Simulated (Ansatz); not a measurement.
# AlClH6OSi: the cost of one run

Program: Ansatz 0.2.0. Level of theory: RKS B3LYP-D4/def2-SVP. These are calculated values, not measurements.

## 1. The structure to begin with

Bond lengths: Al1–Cl2 2.601 Å, Al1–H3 1.532 Å, Al1–H4 1.534 Å, Al1–O6 2.179 Å, O6–Si7 1.636 Å, Si7–H8 1.463 Å, Si7–H9 1.462 Å, Si7–H10 1.460 Å. Angles: Cl2–Al1–H3 112.4°, Cl2–Al1–H4 114.3°, Cl2–Al1–O6 75.6°, H3–Al1–H4 122.2°, H3–Al1–O6 112.0°, H4–Al1–O6 111.0°, Al1–O6–Si7 166.7°, O6–Si7–H8 106.6°, O6–Si7–H9 106.6°, O6–Si7–H10 105.5°, H8–Si7–H9 112.1°, H8–Si7–H10 112.7°, H9–Si7–H10 112.8°.

As a file:

```xyz
10

Al   -0.3196   -1.9563    0.0355
Cl    2.1931   -1.5960   -0.5332
H    -1.1253   -2.4498   -1.1706
H    -0.5766   -2.4734    1.4562
H     1.0699   -0.2810   -0.2423
O    -0.0727    0.2087    0.0237
Si   -0.2573    1.8328    0.0938
H     0.5832    2.3007    1.1957
H     0.1848    2.3606   -1.1963
H    -1.6796    2.0536    0.3375
```

## 2. A restrained relaxation towards end A

Springs on the bonds that form and break draw the guess towards this end; the thresholds are loose.

Input file input.yaml:

```yaml
crystal:
  periodic: [false, false, false]
  atoms:
    - { symbol: Al, position_ang: [-0.3196, -1.9563, 0.0355] }
    - { symbol: Cl, position_ang: [2.1931, -1.596, -0.5332] }
    - { symbol: H, position_ang: [-1.1253, -2.4498, -1.1706] }
    - { symbol: H, position_ang: [-0.5766, -2.4734, 1.4562] }
    - { symbol: H, position_ang: [1.0699, -0.281, -0.2423] }
    - { symbol: O, position_ang: [-0.0727, 0.2087, 0.0237] }
    - { symbol: Si, position_ang: [-0.2573, 1.8328, 0.0938] }
    - { symbol: H, position_ang: [0.5832, 2.3007, 1.1957] }
    - { symbol: H, position_ang: [0.1848, 2.3606, -1.1963] }
    - { symbol: H, position_ang: [-1.6796, 2.0536, 0.3375] }
basis:
  gaussian: { orbitals: def2-SVP }
hamiltonian:
  xc: b3lyp
  dispersion: d4
relax:
  f_tol: 0.15
  max_steps: 25
  restrain:
    - { distance: [0, 5], at: 3.17, k: 30.0 }
    - { distance: [4, 1], at: 2.63, k: 30.0 }
    - { distance: [0, 1], at: 2.23, k: 30.0 }
    - { distance: [4, 5], at: 0.97, k: 30.0 }
```

Launch:

```
$ ansatz run input.yaml --threads 2 --pin off --max-ram 3072MiB --backend cpu --events-out ev --progress --plain --runs-dir out
```

Q: Estimate wall time and peak memory on 2 threads of Intel Xeon Platinum 8259CL at 2.50GHz (Skylake/Cascade Lake), shared host.

About 31 s, with a peak of 0.23 GiB.
